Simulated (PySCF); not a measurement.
# B2F2H3N: the cost of one run

Programs: PySCF 2.14.0, with density-fitted response routines of our own. Each step states its level of theory. These are calculated values for one molecule in the gas phase, unless marked as measured. Atoms are numbered from 0 throughout.

## (1) The molecule as given

8 atoms, charge 0, multiplicity 1; geometry from: PBE0-D3(BJ)/def2-SVP.

Bonds of the start (Å): N0–B1 1.39, B1–B2 1.71, B2–F3 1.33, B2–F4 1.33, N0–H5 1.01, N0–H6 1.01, B1–H7 1.21.

## (2) Spin-spin couplings: LDA/pcJ-1

What the job is given:

```
{"job": {"kind": "j", "xc": "LDA", "basis": "pcJ-1"}, "charge": 0, "multiplicity": 1}
N     -1.334887    -0.238753     0.109055
B     -0.186741     0.403301    -0.336342
B      1.392627    -0.054631     0.125348
F      1.983613     0.357663     1.239906
F      2.145273    -0.828241    -0.645011
H     -2.262763     0.037361    -0.187411
H     -1.340567    -1.022919     0.748690
H     -0.340901     1.328476    -1.107224
```

With the program's defaults for keys left out, this is: LDA/pcJ-1 indirect spin-spin coupling, non-relativistic, gas phase.

Started as:

```sh
$ OMP_NUM_THREADS=1 python probes_run.py task.json out
```

One launch serves the whole session: the jobs run in the order shown.

**Question.** How long does this first job take on 1 thread of Arm Neoverse V2, shared host, and how much memory does it need?

About 6.9 s, with a peak of 0.51 GiB.
